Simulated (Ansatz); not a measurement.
# Two self-consistent states of TiNiO4

An SCF can end in more than one state. Here TiNiO4, a borrowed structure type, volume estimated, is run from each state found earlier: which lies lowest, and what else changes?

Program: Ansatz 0.2.0. Level of theory: DFT, PBE, with U_eff = 1.09 eV on Ni d, U_eff = 2.96 eV on Ti d, plane waves, PAW. These are calculated values, not measurements.

## 1. The cell

It takes space group C2/c (No. 15, monoclinic). Conventional cell: a = 6.518 Å, b = 10.521 Å, c = 4.578 Å, α = 90.00°, β = 134.22°, γ = 90.00°. Ti (site symmetry 2) is surrounded by 8 O at 2.12 to 2.36 Å. Ni (site symmetry 2) has 4 O at 1.52 to 1.59 Å as nearest neighbours. O (site symmetry 1) has 1 Ni at 1.59 Å and 2 Ti at 2.12 to 2.13 Å as nearest neighbours. Around O (site symmetry 1) lie 1 Ni at 1.52 Å.

Its coordinates follow in the input file.

The states: A, Ni3 up, Ni4 up (collinear spin); B, Ni3 up, Ni4 down (collinear spin). Each run reads its own saved solution as saved_state.

## 2. State A: the run

input.yaml

```yaml
crystal:
  lattice:
    - [-0.03092369, 4.57793719, 0.0]
    - [2.32019743, 2.28896909, 5.26055211]
    - [2.32019743, 2.28896909, -5.26055211]
  atoms:
    - { symbol: Ti, position: [0.25, 0.6335, 0.3665], spin: 1.0 }
    - { symbol: Ti, position: [0.75, 0.3665, 0.6335], spin: 1.0 }
    - { symbol: Ni, position: [0.25, 0.13, 0.87], spin: 2.0 }
    - { symbol: Ni, position: [0.75, 0.87, 0.13], spin: 2.0 }
    - { symbol: O, position: [0.3612, 0.3547, 0.9383] }
    - { symbol: O, position: [0.1388, 0.0617, 0.6453] }
    - { symbol: O, position: [0.6388, 0.6453, 0.0617] }
    - { symbol: O, position: [0.8612, 0.9383, 0.3547] }
    - { symbol: O, position: [0.1204, 0.7099, 0.8113] }
    - { symbol: O, position: [0.3796, 0.1887, 0.2901] }
    - { symbol: O, position: [0.8796, 0.2901, 0.1887] }
    - { symbol: O, position: [0.6204, 0.8113, 0.7099] }
kpoints:
  mp_grid: { grid: [6, 4, 4], shift: [0, 0, 0] }
magnetization:
  spin_polarized: true
scf:
  occupations: { method: fermi_dirac }
  lower_state_search: "off"
  max_iter: 200
hamiltonian:
  pseudopotentials: { kind: paw }
  xc: pbe
  hubbard:
    projectors: all-electron-ortho-atomic
    sites:
      - { species: Ni, l: d, u_eff: 1.09 }
      - { species: Ti, l: d, u_eff: 2.96 }
basis:
  ecutwfc: 420
  fft_grid_basis: typed
output:
  forces: true
  stress: true
  eigenvalues: true
  bader: true
  populations: true
  elf: true
  write_potential: true
  volumetric_format: npy
  dos:
    e_range: [-12, 8]
    de: 0.05
    projected: { site_lists: { Ni: [Ni], O: [O], Ti: [Ti] } }
checkpoint:
  read: saved_state
```

Log (excerpt; [...] marks lines left out):

```text
Warning: checkpoint.read: basis.xc_grid differs: saved 1, current 2 (points along each axis for each point of the dense box; where the key is left out runs that use forces, runs that use the stress, dielectric runs by a finite field, finite-displacement phonons, runs of [...]
Warning: RAYON_NUM_THREADS=2 ignored (pool sized by the plan → 2); use --threads N
Ti: projections on atomic orbitals take those of the free atom [Ne] 3s2 3p6 3d2 4s2, of charge +0.00 (hamiltonian.pseudopotentials.projection_atoms); the dataset's partial waves leave at most 4.1e-7 of an orbital's norm unspanned inside its sphere
Ni: projections on atomic orbitals take those of the free atom [Ne] 3s2 3p6 3d8 4s2, of charge +0.00 (hamiltonian.pseudopotentials.projection_atoms); the dataset's partial waves leave at most 1.6e-6 of an orbital's norm unspanned inside its sphere
O: projections on atomic orbitals take those of the free atom [He] 2s2 2p4, of charge +0.00 (hamiltonian.pseudopotentials.projection_atoms); the dataset's partial waves leave at most 1.9e-8 of an orbital's norm unspanned inside its sphere
[...]
Pseudopotentials: kind: paw
Pseudopotential: Ti, paw, valence charge 12, recommended cutoff 420 eV (normal), Ti.paw.azcp
Pseudopotential: Ni, paw, valence charge 18, recommended cutoff 420 eV (normal), Ni.paw.azcp
Pseudopotential: O, paw, valence charge 6, recommended cutoff 420 eV (normal), O.paw.azcp
Functional definition: PBE
[...]
Crystal: 12 atoms, lattice volume = 112.497 Å³
[...]
  atom   4  Ni    -0.00000000     0.00000000    -3.41369983
  atom   5  O      3.93372568     6.43257689     3.05258892
  atom   6  O     -3.93372568    -6.43257689     3.05258892
  atom   7  O     -3.93372568    -6.43257689    -3.05258892
  atom   8  O      3.93372568     6.43257689    -3.05258892
[...]
--- Stress (GPa, compression-positive) ---
       57.575288      -4.257884       0.000000
       -4.257882      49.343504       0.000000
        0.000000      -0.000000      31.623031
  P = ⅓ Tr σ = 46.1806 GPa (461.806 kbar)
--- Band table (eV; the first three rows and the last of 68) ---
[...]
Occupation matrices written to <dir>
--- Löwdin populations: 12 sites ---
  site symbol       q [e]    m [muB]
     0     Ti     10.5466     0.3948
     1     Ti     10.5466     0.3948
     2     Ni     16.6078     0.7358
     3     Ni     16.6078     0.7358
     4      O      6.6619     0.1006
     5      O      6.6619     0.1006
     6      O      6.6619     0.1006
     7      O      6.6619     0.1006
     8      O      6.6393     0.1808
     9      O      6.6393     0.1808
    10      O      6.6393     0.1808
    11      O      6.6393     0.1808
  spilling = 0.004505 (of n_electrons = 108.000000)
--- Bader charges: 12 sites ---
  site symbol  charge [e]  shift [e]    m [muB]
     0     Ti      2.2187     0.0002     0.3552
     1     Ti      2.2187     0.0002     0.3552
     2     Ni      1.5771     0.0285     0.8458
     3     Ni      1.5771     0.0285     0.8458
     4      O     -0.9805     0.0067     0.0924
     5      O     -0.9805     0.0067     0.0924
     6      O     -0.9805     0.0067     0.0924
     7      O     -0.9805     0.0067     0.0924
     8      O     -0.9174     0.0075     0.1657
     9      O     -0.9174     0.0075     0.1657
    10      O     -0.9174     0.0075     0.1657
    11      O     -0.9174     0.0075     0.1657
  estimated error of the sums over rays = 5.1e-4 e
```

Run time: 83 s. Hardware: 2 threads of an Arm CPU, shared host; peak memory 0.84 GiB.

## 3. State A: levels and charges

Counts of states in windows (eV from the Fermi level; tetrahedra), total and projected:

```tsv
from	to	total	up	down	Ni d	O p	Ti d
-8.0	-7.0	11.47	5.83	5.62	5.10	5.51	0.38
-7.0	-6.0	7.91	2.91	5.00	2.92	4.30	0.35
-6.0	-5.0	7.18	3.27	3.92	0.79	5.62	0.37
-5.0	-4.0	5.63	2.73	2.90	0.45	4.54	0.40
-4.0	-3.0	5.21	3.15	2.06	0.38	4.26	0.43
-3.0	-2.0	7.28	3.21	4.06	0.68	5.91	0.54
-2.0	-1.0	5.77	3.56	2.21	1.76	3.32	0.54
-1.0	0.0	5.52	3.62	1.89	1.62	2.87	0.78
0.0	1.0	7.12	2.45	4.68	2.32	2.96	1.39
1.0	2.0	8.37	5.05	3.31	0.65	1.67	5.76
2.0	3.0	10.20	4.91	5.29	0.45	2.58	6.80
3.0	4.0	2.75	0.04	2.71	0.18	0.86	1.64
4.0	5.0	0.00	0.00	0.00	0.00	0.00	0.00
```

Gathered by element (positive charge: electrons given up):

```tsv
element	atoms	Bader charge (e)	Bader volume (Å³)	Löwdin charge (e)	Bader moment, size (μB)
Ti	2	+2.22	8.2	+1.45	0.36
Ni	2	+1.58	6.2	+1.39	0.85
O	8	-0.98 to -0.92	10.1 to 10.8	-0.66 to -0.64	0.09 to 0.17
```

The Löwdin projection spills 0.5 % of the electrons and depends on the orbitals chosen; where it disagrees with Bader's partition, neither is an observable.

Occupation eigenvalues of the Hubbard shells:

```tsv
atom	shell	spin	eigenvalues
Ti1	d	up	0.16 0.24 0.27 0.29 0.30
Ti1	d	down	0.11 0.16 0.17 0.20 0.23
Ti2	d	up	0.16 0.24 0.27 0.29 0.30
Ti2	d	down	0.11 0.16 0.17 0.20 0.23
Ni3	d	up	0.71 0.84 0.91 0.97 0.97
Ni3	d	down	0.54 0.56 0.58 0.96 0.97
Ni4	d	up	0.71 0.84 0.91 0.97 0.97
Ni4	d	down	0.54 0.56 0.58 0.96 0.97
```

The main site moments: Ni3 up, Ni4 up.

## 4. Run from state B

Changes to input.yaml since step 2:

```diff
@@ -7,5 +7,5 @@
     - { symbol: Ti, position: [0.25, 0.6335, 0.3665], spin: 1.0 }
-    - { symbol: Ti, position: [0.75, 0.3665, 0.6335], spin: 1.0 }
+    - { symbol: Ti, position: [0.75, 0.3665, 0.6335], spin: -1.0 }
     - { symbol: Ni, position: [0.25, 0.13, 0.87], spin: 2.0 }
-    - { symbol: Ni, position: [0.75, 0.87, 0.13], spin: 2.0 }
+    - { symbol: Ni, position: [0.75, 0.87, 0.13], spin: -2.0 }
     - { symbol: O, position: [0.3612, 0.3547, 0.9383] }
@@ -20,2 +20,15 @@
   mp_grid: { grid: [6, 4, 4], shift: [0, 0, 0] }
+  band_path:
+    path:
+      - [0.0, 0.0, 0.0]
+      - [-0.5, 0.0, 0.0]
+      - [-0.5, 0.258741, -0.258741]
+      - [-0.5, -0.258741, -0.741259]
+      - [-0.5, -0.5, -0.5]
+      - [0.0, 0.0, 0.0]
+      - [0.0, 0.5, -0.5]
+      - [-0.5, 0.0, -0.5]
+      - [0.0, 0.0, 0.0]
+      - [0.0, 0.0, -0.5]
+    npoints: 6
 magnetization:
```

Log (excerpt; [...] marks lines left out):

```text
Warning: checkpoint.read: basis.xc_grid differs: saved 1, current 2 (points along each axis for each point of the dense box; where the key is left out runs that use forces, runs that use the stress, dielectric runs by a finite field, finite-displacement phonons, runs of [...]
Warning: RAYON_NUM_THREADS=2 ignored (pool sized by the plan → 2); use --threads N
Ti: projections on atomic orbitals take those of the free atom [Ne] 3s2 3p6 3d2 4s2, of charge +0.00 (hamiltonian.pseudopotentials.projection_atoms); the dataset's partial waves leave at most 4.1e-7 of an orbital's norm unspanned inside its sphere
Ni: projections on atomic orbitals take those of the free atom [Ne] 3s2 3p6 3d8 4s2, of charge +0.00 (hamiltonian.pseudopotentials.projection_atoms); the dataset's partial waves leave at most 1.6e-6 of an orbital's norm unspanned inside its sphere
[...]
--- Löwdin populations: 12 sites ---
  site symbol       q [e]    m [muB]
     0     Ti     10.5458     0.0093
     1     Ti     10.5458    -0.0093
     2     Ni     16.6134     0.6815
     3     Ni     16.6134    -0.6815
     4      O      6.6604     0.1170
     5      O      6.6604     0.1170
     6      O      6.6604    -0.1170
     7      O      6.6604    -0.1170
     8      O      6.6385    -0.1714
     9      O      6.6385    -0.1714
    10      O      6.6385     0.1714
    11      O      6.6385     0.1714
  spilling = 0.004501 (of n_electrons = 108.000000)
--- Bader charges: 12 sites ---
  site symbol  charge [e]  shift [e]    m [muB]
     0     Ti      2.2240     0.0002     0.0129
     1     Ti      2.2240     0.0002    -0.0129
     2     Ni      1.5724     0.0285     0.7859
     3     Ni      1.5724     0.0285    -0.7859
     4      O     -0.9800     0.0067     0.0937
     5      O     -0.9800     0.0067     0.0937
     6      O     -0.9800     0.0067    -0.0937
     7      O     -0.9800     0.0067    -0.0937
     8      O     -0.9182     0.0075    -0.1458
     9      O     -0.9182     0.0075    -0.1458
    10      O     -0.9182     0.0075     0.1458
    11      O     -0.9182     0.0075     0.1458
  estimated error of the sums over rays = 5.6e-4 e
```

It took 2.1 min on 2 threads of an Arm CPU, shared host; peak memory 1.1 GiB.

## 5. State B: levels and charges

States per cell by energy window, from dos.tsv and pdos.tsv (tetrahedra; eV from the Fermi level):

```tsv
from	to	total	up	down	Ni d	O p	Ti d
-8.0	-7.0	9.76	4.89	4.89	4.26	4.83	0.34
-7.0	-6.0	8.79	4.40	4.40	3.51	4.54	0.37
-6.0	-5.0	7.40	3.70	3.70	0.83	5.77	0.39
-5.0	-4.0	5.93	2.96	2.96	0.48	4.76	0.42
-4.0	-3.0	4.62	2.31	2.31	0.33	3.78	0.38
-3.0	-2.0	7.50	3.76	3.76	0.64	6.15	0.55
-2.0	-1.0	5.70	2.85	2.85	1.76	3.25	0.54
-1.0	0.0	6.21	3.10	3.10	1.89	3.17	0.85
0.0	1.0	7.63	3.82	3.82	2.38	3.08	1.68
1.0	2.0	6.81	3.41	3.41	0.34	1.12	5.15
2.0	3.0	10.75	5.37	5.37	0.54	2.75	7.07
3.0	4.0	2.85	1.43	1.43	0.19	0.96	1.63
4.0	5.0	0.00	0.00	0.00	0.00	0.00	0.00
```

Gathered by element (positive charge: electrons given up):

```tsv
element	atoms	Bader charge (e)	Bader volume (Å³)	Löwdin charge (e)	Bader moment, size (μB)
Ti	2	+2.22	8.2	+1.45	0.01
Ni	2	+1.57	6.2	+1.39	0.79
O	8	-0.98 to -0.92	10.1 to 10.8	-0.66 to -0.64	0.09 to 0.15
```

Löwdin charges rest on a small set of atomic orbitals that misses 0.5 % of the electrons, so they need not add up to the cell's charge and can differ from Bader's even in sign.

Occupation eigenvalues of the Hubbard shells:

```tsv
atom	shell	spin	eigenvalues
Ti1	d	up	0.13 0.19 0.22 0.26 0.27
Ti1	d	down	0.13 0.21 0.22 0.25 0.26
Ti2	d	up	0.13 0.21 0.22 0.25 0.26
Ti2	d	down	0.13 0.19 0.22 0.26 0.27
Ni3	d	up	0.68 0.83 0.92 0.97 0.97
Ni3	d	down	0.56 0.57 0.59 0.96 0.97
Ni4	d	up	0.56 0.57 0.59 0.96 0.97
Ni4	d	down	0.68 0.83 0.92 0.97 0.97
```

The main site moments: Ni3 up, Ni4 down.

## 6. Results

```tsv
state	free energy (meV/atom)	largest site moment (μB)	size of the net moment (μB/cell)	gap (eV)	pressure (GPa)	largest force (eV/Å)	SCF cycles
A	0.9	0.85	3.43	metal	46.2	11.65	13
B	0.0	0.79	0.00	metal	45.8	11.69	14
```

**Reading.** States B and A are level within 1 meV per atom.

Keep in mind: the k mesh is coarse if the cell is a metal; atoms or cell far from equilibrium.
